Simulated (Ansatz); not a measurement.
# ClH3S3Si: up Jacob's ladder to CCSD(T)

One table from this session's results is given with a row withheld; the runs are named, their logs left out.

Program: Ansatz 0.2.0, Gaussian basis. Level of theory: functionals in def2-TZVPP, the program's frozen cores in correlated methods. These are calculated values, not measurements.

Plan: LDA (SPW92), PBE-D4, revPBE-D4, BLYP-D4, r2SCAN-D4, B97M-V, PBE0-D4, B3LYP-D4, r2SCANh-D4, r2SCAN0-D4, HSE06-D4, BHLYP-D4, CAM-B3LYP-D4, LC-ωPBE, ωB97X-V, ωB97M-V, B2PLYP, PBE-QIDH; CCSD(T)/def2-SVP; CCSD(T)/def2-TZVPP; MP2/def2-QZVPP; extrapolation to the limit; RPA on PBE.

**The relaxed structure**

All runs share one geometry, relaxed beforehand with PBE0-D4 in a triple-zeta def2 set.

SMILES `S[Si](S)(S)Cl`, 8 atoms, charge 0, spin multiplicity 1.

Atoms are counted from 1 here; the program's logs count them from 0.

Bond lengths: S1–Si2 2.119 Å, S1–H6 1.344 Å, Si2–S3 2.119 Å, Si2–S4 2.122 Å, Si2–Cl5 2.052 Å, S3–H7 1.344 Å, S4–H8 1.345 Å. Angles: Si2–S1–H6 92.8°, S1–Si2–S3 102.5°, S1–Si2–S4 114.3°, S1–Si2–Cl5 112.1°, S3–Si2–S4 114.2°, S3–Si2–Cl5 112.1°, S4–Si2–Cl5 102.0°, Si2–S3–H7 92.8°, Si2–S4–H8 93.2°.

Coordinates:

```
S    -1.0832    1.4014    1.1766
Si    0.1431    0.2746   -0.1342
S     1.8278   -0.1603    1.0760
S    -0.8030   -1.4369   -0.9579
Cl    0.6520    1.3332   -1.8163
H    -2.0784    1.4898    0.2770
H     2.3932   -0.9284    0.1285
H    -1.0515   -1.9735    0.2503
```

The first run:

File in.yaml:

```yaml
crystal:
  periodic: [false, false, false]
  atoms:
    - {symbol: S, position_ang: [-1.083169, 1.401412, 1.176598]}
    - {symbol: Si, position_ang: [0.143098, 0.274608, -0.134231]}
    - {symbol: S, position_ang: [1.827759, -0.160269, 1.076012]}
    - {symbol: S, position_ang: [-0.802950, -1.436890, -0.957879]}
    - {symbol: Cl, position_ang: [0.651978, 1.333227, -1.816257]}
    - {symbol: H, position_ang: [-2.078378, 1.489764, 0.276963]}
    - {symbol: H, position_ang: [2.393194, -0.928375, 0.128456]}
    - {symbol: H, position_ang: [-1.051543, -1.973476, 0.250328]}
basis:
  gaussian: {orbitals: def2-TZVPP}
hamiltonian: {xc: lda}
output: {orbitals: {seedname: orbitals}}
```

Among the steps run: LDA; PBE-D4 (GGA); revPBE-D4 (GGA); BLYP-D4 (GGA); r2SCAN-D4 (meta-GGA); B97M-V (meta-GGA); PBE0-D4 (hybrid); B3LYP-D4 (hybrid); r2SCANh-D4 (hybrid); r2SCAN0-D4 (hybrid); HSE06-D4 (hybrid); BHLYP-D4 (hybrid); CAM-B3LYP-D4 (range-separated); LC-ωPBE-D4 (range-separated; the results give it without D4); ωB97X-V (range-separated); ωB97M-V (range-separated); B2PLYP (double hybrid); PBE-QIDH (double hybrid).

One of the session's tables, all rows but one given; the rest of the session is left out.

It belongs to the step «Frontier levels by functional». 

```
  functional  HOMO (eV)  gap (eV)
 LDA (SPW92)      -6.45      4.55
      PBE-D4      -6.33      4.63
   revPBE-D4      -6.28      4.67
     BLYP-D4      -6.15      4.56
   r2SCAN-D4      -6.63      5.17
      B97M-V      -6.71      5.23
     PBE0-D4      -7.56      6.77
    B3LYP-D4      -7.29      6.27
  r2SCANh-D4      -7.07      5.95
  r2SCAN0-D4      -7.75      7.11
    HSE06-D4      -7.16      5.99
    BHLYP-D4      -8.62      8.83
CAM-B3LYP-D4          ?         ?
     LC-ωPBE     -10.27     11.77
     ωB97X-V      -9.89     11.26
     ωB97M-V      -9.69     10.89
```

Estimate the missing values for CAM-B3LYP-D4.

The run gave: HOMO (eV): -8.85; gap (eV): 9.16. In the column «HOMO (eV)» it lies between ωB97M-V (-9.69) and BHLYP-D4 (-8.62).
